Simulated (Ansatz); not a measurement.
# NbC4: the cost of one run

Computed with Ansatz 0.2.0 (DFT PBE, scalar-relativistic, plane waves, PAW, unless a step's input says otherwise).

**1. The system as given**

Symmetry: Pm-3m, No. 221, cubic system. The conventional cell has a = 3.555 Å, b = 3.555 Å, c = 3.555 Å, α = 90.00°, β = 90.00°, γ = 90.00°. Around Nb (site symmetry m-3m) lie 6 C at 1.78 Å. C (site symmetry 4/mmm) has 2 Nb at 1.78 Å in its first shell of neighbours. C (site symmetry m-3m) is surrounded by 12 C at 2.51 Å.

Coordinates:

```cif
data_structure
_symmetry_space_group_name_H-M 'P 1'
_symmetry_Int_Tables_number 1
_cell_length_a 3.5551
_cell_length_b 3.5551
_cell_length_c 3.5551
_cell_angle_alpha 90.000
_cell_angle_beta 90.000
_cell_angle_gamma 90.000
_cell_volume 44.93
loop_
_atom_site_label
_atom_site_type_symbol
_atom_site_fract_x
_atom_site_fract_y
_atom_site_fract_z
_atom_site_occupancy
Nb1 Nb 0.00000 0.00000 0.00000 1
C1 C 0.50000 0.00000 0.00000 1
C2 C 0.00000 0.50000 0.00000 1
C3 C 0.00000 0.00000 0.50000 1
C4 C 0.50000 0.50000 0.50000 1
```

Recipe of the guess: random cell by space group and Wyckoff sites (Pm-3m, No. 221). Lengths come from tabulated atomic sizes and are only a guess.

**2. The guess as it stands, on a coarse mesh**

input.yaml reads:

```yaml
crystal:
  lattice:
    - [3.55507703, 0.0, 0.0]
    - [0.0, 3.55507703, 0.0]
    - [0.0, 0.0, 3.55507703]
  atoms:
    - { symbol: Nb, position: [0.0, 0.0, 0.0] }
    - { symbol: C, position: [0.5, 0.0, 0.0] }
    - { symbol: C, position: [0.0, 0.5, 0.0] }
    - { symbol: C, position: [0.0, 0.0, 0.5] }
    - { symbol: C, position: [0.5, 0.5, 0.5] }
basis:
  ecutwfc: 420
kpoints:
  mp_grid: { grid: [6, 6, 6] }
hamiltonian:
  xc: pbe
scf:
  occupations: { method: gaussian, width: 0.1 }
  lower_state_search: "off"
output:
  forces: true
  stress: true
  eigenvalues: true
```

Command:

```bash
$ ansatz run input.yaml --threads 1 --pin off --max-ram 2560MiB --backend cpu --events-out ev --progress --plain --runs-dir out
```

Q: Estimate wall time and peak memory on 1 thread of Arm Neoverse N1, shared host.

About 2 s, with a peak of 0.28 GiB.
